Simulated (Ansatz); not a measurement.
**SiH4SeO: single points off equilibrium**

The atoms stand at a structure displaced at random from a GFN2-xTB minimum. How far do the functionals agree with CCSD(T) there?

Program: Ansatz 0.2.0, Gaussian basis. Level of theory: single points in def2-TZVPP. These are calculated values, not measurements.

Cores are frozen in the correlated methods. Filled d shells of the heavier atoms are correlated.

### Step 1. The system as given

7 atoms, charge 0, spin multiplicity 1.

Atoms are counted from 1 here; the program's logs count them from 0.

Bond lengths: Si1–O2 1.546 Å, Si1–H4 1.482 Å, Si1–H5 1.514 Å, Si1–H6 1.224 Å, O2–Se3 1.957 Å, Se3–H7 1.180 Å. Angles: O2–Si1–H4 101.8°, O2–Si1–H5 108.5°, O2–Si1–H6 101.4°, H4–Si1–H5 109.7°, H4–Si1–H6 109.8°, H5–Si1–H6 123.1°, Si1–O2–Se3 134.8°, O2–Se3–H7 89.0°.

As a file:

| atom | x (Å) | y (Å) | z (Å) |
| --- | --- | --- | --- |
| Si1 | -0.7734 | 0.5726 | -0.1855 |
| O2 | 0.3680 | 0.0922 | 0.7408 |
| Se3 | 2.1243 | -0.7232 | 0.4574 |
| H4 | -1.2267 | -0.7004 | -0.7943 |
| H5 | -0.1819 | 1.4672 | -1.2540 |
| H6 | -1.5997 | 0.9608 | 0.6293 |
| H7 | 1.6232 | -1.7872 | 0.5534 |

### Step 2. CCSD(T)/def2-TZVPP

Input file run/in.yaml:

```yaml
crystal:
  periodic: [false, false, false]
  atoms:
    - {symbol: Si, position_ang: [-0.773400, 0.572600, -0.185500]}
    - {symbol: O, position_ang: [0.368000, 0.092200, 0.740800]}
    - {symbol: Se, position_ang: [2.124300, -0.723200, 0.457400]}
    - {symbol: H, position_ang: [-1.226700, -0.700400, -0.794300]}
    - {symbol: H, position_ang: [-0.181900, 1.467200, -1.254000]}
    - {symbol: H, position_ang: [-1.599700, 0.960800, 0.629300]}
    - {symbol: H, position_ang: [1.623200, -1.787200, 0.553400]}
basis:
  gaussian: {orbitals: def2-TZVPP}
correlation: {method: ccsd_t}
output: {forces: true}
```

No record of the launch command was kept for these runs.

### Step 3. PBE0-D4/def2-TZVPP

Edit run/in.yaml of step 2 so:

```diff
@@ -12,3 +12,3 @@
   gaussian: {orbitals: def2-TZVPP}
-correlation: {method: ccsd_t}
-output: {forces: true}
+hamiltonian: {xc: pbe0, dispersion: d4}
+output: {forces: true, orbitals: {seedname: orbitals}}
```

### Step 4. wB97M-V/def2-TZVPP

Edit run/in.yaml of step 3 so:

```diff
@@ -12,3 +12,3 @@
   gaussian: {orbitals: def2-TZVPP}
-hamiltonian: {xc: pbe0, dispersion: d4}
-output: {forces: true, orbitals: {seedname: orbitals}}
+hamiltonian: {xc: {name: wB97M-V}}
+output: {forces: true}
```

### Step 5. r2SCAN-D4/def2-TZVPP

Edit run/in.yaml of step 4 so:

```diff
@@ -12,3 +12,3 @@
   gaussian: {orbitals: def2-TZVPP}
-hamiltonian: {xc: {name: wB97M-V}}
+hamiltonian: {xc: r2scan, dispersion: d4}
 output: {forces: true}
```

### Step 6. PBE-D4/def2-TZVPP

Edit run/in.yaml of step 5 so:

```diff
@@ -12,3 +12,3 @@
   gaussian: {orbitals: def2-TZVPP}
-hamiltonian: {xc: r2scan, dispersion: d4}
+hamiltonian: {xc: pbe, dispersion: d4}
 output: {forces: true}
```

### Step 7. r2SCAN0-D4/def2-TZVPP

Edit run/in.yaml of step 6 so:

```diff
@@ -12,3 +12,3 @@
   gaussian: {orbitals: def2-TZVPP}
-hamiltonian: {xc: pbe, dispersion: d4}
+hamiltonian: {xc: {name: r2SCAN0}, dispersion: d4}
 output: {forces: true}
```

### Step 8. r2SCANh-D4/def2-TZVPP

Edit run/in.yaml of step 7 so:

```diff
@@ -12,3 +12,3 @@
   gaussian: {orbitals: def2-TZVPP}
-hamiltonian: {xc: {name: r2SCAN0}, dispersion: d4}
+hamiltonian: {xc: {name: r2SCANh}, dispersion: d4}
 output: {forces: true}
```

(Steps that only read results are left out.)

What does the calculation give? Wanted: energy less free atoms, CCSD(T)/def2-TZVPP; RMS force component; RMS force error; HOMO and LUMO, PBE0-D4; T1 diagnostic.

**Answer**, as computed:

```
                                  quantity                                                                                                 value
energy less free atoms, CCSD(T)/def2-TZVPP                                                                                       -398.8 kcal/mol
                       RMS force component                                                                  5.149 to 5.235 eV/Å over the methods
                           RMS force error  PBE0-D4 0.111, wB97M-V 0.087, r2SCAN-D4 0.126, PBE-D4 0.239, r2SCAN0-D4 0.151, r2SCANh-D4 0.108 eV/Å
                    HOMO and LUMO, PBE0-D4                                                                                    -7.22 and -2.63 eV
                             T1 diagnostic                                                                                                 0.012
```

What this shows: Against CCSD(T) the functionals' energies less atoms differ by -12.9 to -1.5 kcal/mol, PBE-D4 by -11.0 kcal/mol. The reference is not at the basis limit: in triple zeta CCSD(T) underbinds, which counts against methods that bind more; the gaps are no ranking. The forces of wB97M-V come nearest to CCSD(T), those of PBE-D4 are farthest.
